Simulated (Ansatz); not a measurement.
# ZnS: the cost of one run

Method: DFT PBE, scalar-relativistic, plane waves, PAW, in Ansatz 0.2.0.

The COD entry's cell or inner coordinates are ideal or old and differ from later refinements, so a difference from it is no clean test against experiment.

### 1 The structure to begin with

It takes space group F-43m (No. 216, cubic). Conventional cell: a = 5.404 Å, b = 5.404 Å, c = 5.404 Å, α = 90.00°, β = 90.00°, γ = 90.00°. Zn (site symmetry -43m) has 4 S at 2.34 Å as nearest neighbours. S (site symmetry -43m) has 4 Zn at 2.34 Å as nearest neighbours.

Structure file:

```cif
data_structure
_symmetry_space_group_name_H-M 'P 1'
_symmetry_Int_Tables_number 1
_cell_length_a 3.8212
_cell_length_b 3.8212
_cell_length_c 3.8212
_cell_angle_alpha 60.000
_cell_angle_beta 60.000
_cell_angle_gamma 60.000
_cell_volume 39.45
loop_
_atom_site_label
_atom_site_type_symbol
_atom_site_fract_x
_atom_site_fract_y
_atom_site_fract_z
_atom_site_occupancy
Zn1 Zn 0.25000 0.25000 0.25000 1
S1 S 0.00000 0.00000 0.00000 1
```

The structure rests on an entry of the Crystallography Open Database; cell or positions may have been set otherwise for this series.

### 2 Relaxing cell and atoms: ZnS, no spin

File input.yaml:

```yaml
crystal:
  lattice:
    - [0.0, 2.702, 2.702]
    - [2.702, 0.0, 2.702]
    - [2.702, 2.702, 0.0]
  atoms:
    - { symbol: Zn, position: [0.25, 0.25, 0.25] }
    - { symbol: S, position: [0.0, 0.0, 0.0] }
scf:
  occupations: { method: gaussian, width: 0.02 }
output:
  forces: true
  stress: true
  eigenvalues: true
  write_density: true
  write_potential: true
  elf: true
  volumetric_format: npy
kpoints:
  mp_grid: { grid: [10, 10, 10] }
hamiltonian:
  xc: pbe
relax:
  f_tol: 0.01
  adjacent_minimum: "off"
  cell: { stress_tol: 0.05 }
```

Command:

```bash
> ansatz run input.yaml --threads 1 --pin off --max-ram 3072MiB --backend cpu --events-out ev --progress --plain --runs-dir out
```

**Question.** How long does this run take on 1 thread of Intel Xeon Platinum 8375C at 2.90GHz (Ice Lake), shared host, and how much memory does it need?

About 13 s, with a peak of 0.39 GiB.
